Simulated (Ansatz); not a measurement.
# CH₄ClFO₂Sn: ionisation energy by level of theory

One table from this session's results is given with a row withheld; the runs are named, their logs left out.

Method: unrestricted cation, the program's frozen cores in correlated methods; program: Ansatz 0.2.0, Gaussian basis.

Plan: UKS PBE-D4/def2-TZVPP; UKS r2SCAN-D4/def2-TZVPP; UKS PBE0-D4/def2-TZVPP; UKS B3LYP-D4/def2-TZVPP; UKS wB97X-V/def2-TZVPP; UKS wB97M-V/def2-TZVPP; UKS B2PLYP/def2-TZVPP; UHF-CCSD(T)/def2-TZVPP; UHF-MP2/def2-QZVPP; extrapolation to the limit; then −ε(HOMO) from the neutral's earlier runs with LDA (SPW92), PBE-D4, revPBE-D4, BLYP-D4, r2SCAN-D4, B97M-V, PBE0-D4, B3LYP-D4, r2SCANh-D4, r2SCAN0-D4, HSE06-D4, BHLYP-D4, CAM-B3LYP-D4, LC-ωPBE, ωB97X-V, ωB97M-V.

### Structure used throughout

All runs share one geometry, relaxed beforehand with PBE0-D4 in a triple-zeta def2 set. Sn takes the def2 core potential; no spin-orbit term is included.

SMILES `C[O][Sn]([OH])([F])[Cl]`, 10 atoms, charge 0, spin multiplicity 1.

Atoms are counted from 1 here; the program's logs count them from 0.

Bond lengths: C1–O2 1.418 Å, C1–H7 1.095 Å, C1–H8 1.096 Å, C1–H9 1.092 Å, O2–Sn3 1.924 Å, Sn3–O4 1.934 Å, Sn3–F5 1.894 Å, Sn3–Cl6 2.300 Å, O4–H10 0.962 Å. Angles: O2–C1–H7 112.0°, O2–C1–H8 112.1°, O2–C1–H9 106.9°, H7–C1–H8 109.0°, H7–C1–H9 108.4°, H8–C1–H9 108.3°, C1–O2–Sn3 120.6°, O2–Sn3–O4 110.1°, O2–Sn3–F5 105.4°, O2–Sn3–Cl6 113.3°, O4–Sn3–F5 109.6°, O4–Sn3–Cl6 110.5°, F5–Sn3–Cl6 107.8°, Sn3–O4–H10 113.4°.

Geometry (Å):

```mol
CH4ClFO2Sn
  3D, bonds by distance, orders not assigned

 10  9  0  0  0  0  0  0  0  0999 V2000
   -1.6184   -0.6008    0.4170 C   0  0
   -0.3853   -0.3649    1.0762 O   0  0
    1.0724    0.4861    0.1537 Sn  0  0
    1.7097   -0.6498   -1.2756 O   0  0
    2.4358    0.6973    1.4515 F   0  0
    0.5417    2.5739   -0.6522 Cl  0  0
   -1.5061   -1.2834   -0.4320 H   0  0
   -2.0836    0.3278    0.0680 H   0  0
   -2.2853   -1.0641    1.1467 H   0  0
    2.2020   -0.1733   -1.9505 H   0  0
  1  2  8  0
  2  3  8  0
  3  4  8  0
  3  5  8  0
  3  6  8  0
  1  7  8  0
  1  8  8  0
  1  9  8  0
  4 10  8  0
M  END
```

The first run:

Contents of in.yaml:

```yaml
crystal:
  periodic: [false, false, false]
  atoms:
    - {symbol: C, position_ang: [-1.618382, -0.600790, 0.416980]}
    - {symbol: O, position_ang: [-0.385292, -0.364938, 1.076182]}
    - {symbol: Sn, position_ang: [1.072404, 0.486143, 0.153670]}
    - {symbol: O, position_ang: [1.709744, -0.649762, -1.275573]}
    - {symbol: F, position_ang: [2.435850, 0.697275, 1.451457]}
    - {symbol: Cl, position_ang: [0.541741, 2.573861, -0.652179]}
    - {symbol: H, position_ang: [-1.506058, -1.283355, -0.432016]}
    - {symbol: H, position_ang: [-2.083575, 0.327844, 0.068037]}
    - {symbol: H, position_ang: [-2.285265, -1.064075, 1.146684]}
    - {symbol: H, position_ang: [2.202031, -0.173301, -1.950542]}
basis:
  gaussian: {orbitals: def2-TZVPP}
total_charge: 1
magnetization: {spin_polarized: true, initial_magnetization: 1}
hamiltonian: {xc: pbe, dispersion: d4}
```

The run is started by

```console
$ ansatz run in.yaml --threads 2 --pin off --events-out ev --progress --plain --max-ram 20480MiB --backend cuda --devices 0, --max-vram 18GiB
```

Among the steps run: Cation, UKS PBE-D4/def2-TZVPP; Cation, UKS r2SCAN-D4/def2-TZVPP; Cation, UKS PBE0-D4/def2-TZVPP; Cation, UKS B3LYP-D4/def2-TZVPP; Cation, UKS wB97X-V/def2-TZVPP; Cation, UKS wB97M-V/def2-TZVPP; Cation, UKS B2PLYP (frozen core)/def2-TZVPP; Cation, UHF-CCSD(T)/def2-TZVPP; Cation, UHF-MP2/def2-QZVPP.

One table of the session follows, with a row left open; its other results are not shown here.

For comparison, −ε(HOMO) of the neutral from earlier runs:

| functional | −ε(HOMO) (eV) |
| --- | --- |
| LDA (SPW92) | 7.23 |
| PBE-D4 | 7.07 |
| revPBE-D4 | 7.00 |
| BLYP-D4 | 6.99 |
| r2SCAN-D4 | 7.43 |
| B97M-V | 7.54 |
| PBE0-D4 | 8.70 |
| B3LYP-D4 | 8.46 |
| r2SCANh-D4 | ? |
| r2SCAN0-D4 | 8.96 |
| HSE06-D4 | 8.29 |
| BHLYP-D4 | 10.29 |
| CAM-B3LYP-D4 | 10.18 |
| LC-ωPBE | 11.53 |
| ωB97X-V | 11.20 |
| ωB97M-V | 11.12 |

Estimate the missing values for r2SCANh-D4.

Worked estimate for «−ε(HOMO) (eV)». Against the share of exact exchange, r2SCAN-D4 (0, 7.43), r2SCAN0-D4 (0.25, 8.96) give a slope of 6.12 per unit share; at 0.1 the line stands at 8.04.

The run gave: −ε(HOMO) (eV): 8.04. In «−ε(HOMO) (eV)» the line misses by 0.00.
